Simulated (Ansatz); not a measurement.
# CdS5: the cost of one run

Method: DFT PBE, scalar-relativistic, plane waves, PAW, in Ansatz 0.2.0.

## 1. The system as given

It takes space group F-43m (No. 216, cubic). Conventional cell: a = 8.117 Å, b = 8.117 Å, c = 8.117 Å, α = 90.00°, β = 90.00°, γ = 90.00°. Around Cd (site symmetry -43m) lie 16 S at 3.37 to 3.51 Å. Around S (site symmetry -43m) lie 12 S at 3.36 Å and 4 Cd at 3.51 Å. S (site symmetry 3m) is surrounded by 9 S at 2.85 to 3.36 Å and 3 Cd at 3.37 Å.

As a file:

```
CELL_PARAMETERS angstrom
0.00000 4.05841 4.05841
4.05841 0.00000 4.05841
4.05841 4.05841 0.00000
ATOMIC_POSITIONS crystal
Cd 0.00000 0.00000 0.00000
S 0.25000 0.25000 0.25000
S 0.12776 0.62408 0.62408
S 0.62408 0.62408 0.62408
S 0.62408 0.62408 0.12776
S 0.62408 0.12776 0.62408
```

A structure generator made this guess: species swapped into a database cell of TmCu5 (F-43m, No. 216), with Cd on the Tm sites and S on the Cu sites. Lengths come from tabulated atomic sizes and are only a guess.

## 2. Probe: one point on a coarse mesh

input.yaml

```yaml
crystal:
  lattice:
    - [0.0, 4.05840986, 4.05840986]
    - [4.05840986, 0.0, 4.05840986]
    - [4.05840986, 4.05840986, 0.0]
  atoms:
    - { symbol: Cd, position: [0.0, 0.0, 0.0] }
    - { symbol: S, position: [0.25, 0.25, 0.25] }
    - { symbol: S, position: [0.1277616, 0.62407947, 0.62407947] }
    - { symbol: S, position: [0.62407947, 0.62407947, 0.62407947] }
    - { symbol: S, position: [0.62407947, 0.62407947, 0.1277616] }
    - { symbol: S, position: [0.62407947, 0.1277616, 0.62407947] }
basis:
  ecutwfc: 420
kpoints:
  mp_grid: { grid: [4, 4, 4] }
hamiltonian:
  xc: pbe
scf:
  occupations: { method: gaussian, width: 0.1 }
  lower_state_search: "off"
output:
  forces: true
  stress: true
  eigenvalues: true
```

Started as:

```console
> ansatz run input.yaml --threads 1 --pin off --max-ram 2560MiB --backend cpu --events-out ev --progress --plain --runs-dir out
```

Q: Estimate wall time and peak memory on 1 thread of Arm Neoverse V1, shared host.

About 2.5 s, with a peak of 0.32 GiB.
